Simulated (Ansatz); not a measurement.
# CH5AlF4: the cost of one run

Program: Ansatz 0.2.0. Level of theory: UKS PBE0-D4/STO-3G. These are calculated values, not measurements.

## (1) Starting point

Bond lengths: Al1–C2 2.288 Å, Al1–F3 1.635 Å, Al1–F4 1.640 Å, Al1–F6 2.110 Å, C2–H9 1.096 Å, C2–H10 1.090 Å, C2–H11 1.089 Å. Angles: Al1–C2–H9 86.2°, Al1–C2–H10 107.8°, Al1–C2–H11 136.6°, H9–C2–H10 107.1°, H9–C2–H11 105.4°, H10–C2–H11 108.2°, C2–Al1–F3 104.8°, C2–Al1–F4 113.3°, C2–Al1–F6 105.0°, F3–Al1–F4 121.6°, F3–Al1–F6 110.1°, F4–Al1–F6 101.1°.

Coordinates:

```xyz
11

Al   -1.0885    0.3538   -0.0683
C     0.8131   -0.5818   -0.9315
F    -2.3133   -0.4018   -0.8440
F    -1.0177    1.9884    0.0369
H    -0.0138    0.3553    1.9483
F    -1.0825   -0.1848    1.9720
H     0.7668    0.1813    0.2371
F     0.9508    0.6882    1.3224
H     0.3308   -0.4831   -1.9105
H     0.8084   -1.6413   -0.6764
H     1.8460   -0.2741   -1.0860
```

## (2) Run 1

150 steps of 0.5 fs at constant energy, with velocities drawn for 1000 K.

The input, input.yaml:

```yaml
crystal:
  periodic: [false, false, false]
  atoms:
    - { symbol: Al, position_ang: [-1.0885, 0.3538, -0.0683] }
    - { symbol: C, position_ang: [0.8131, -0.5818, -0.9315] }
    - { symbol: F, position_ang: [-2.3133, -0.4018, -0.844] }
    - { symbol: F, position_ang: [-1.0177, 1.9884, 0.0369] }
    - { symbol: H, position_ang: [-0.0138, 0.3553, 1.9483] }
    - { symbol: F, position_ang: [-1.0825, -0.1848, 1.972] }
    - { symbol: H, position_ang: [0.7668, 0.1813, 0.2371] }
    - { symbol: F, position_ang: [0.9508, 0.6882, 1.3224] }
    - { symbol: H, position_ang: [0.3308, -0.4831, -1.9105] }
    - { symbol: H, position_ang: [0.8084, -1.6413, -0.6764] }
    - { symbol: H, position_ang: [1.846, -0.2741, -1.086] }
magnetization:
  spin_polarized: true
basis:
  gaussian: { orbitals: STO-3G }
hamiltonian:
  xc: pbe0
  dispersion: d4
md:
  timestep: 0.5
  n_steps: 150
  ensemble: nve
  temperature: 1000.0
  initial_velocities: maxwell_boltzmann
  seed: 253709
```

Launch:

```console
ansatz run input.yaml --threads 1 --pin off --max-ram 2048MiB --backend cpu --events-out ev --progress --plain --runs-dir out
```

What time and memory should one allow on 1 thread of an x86-64 CPU, shared host?

About 12 min, with a peak of 0.18 GiB.
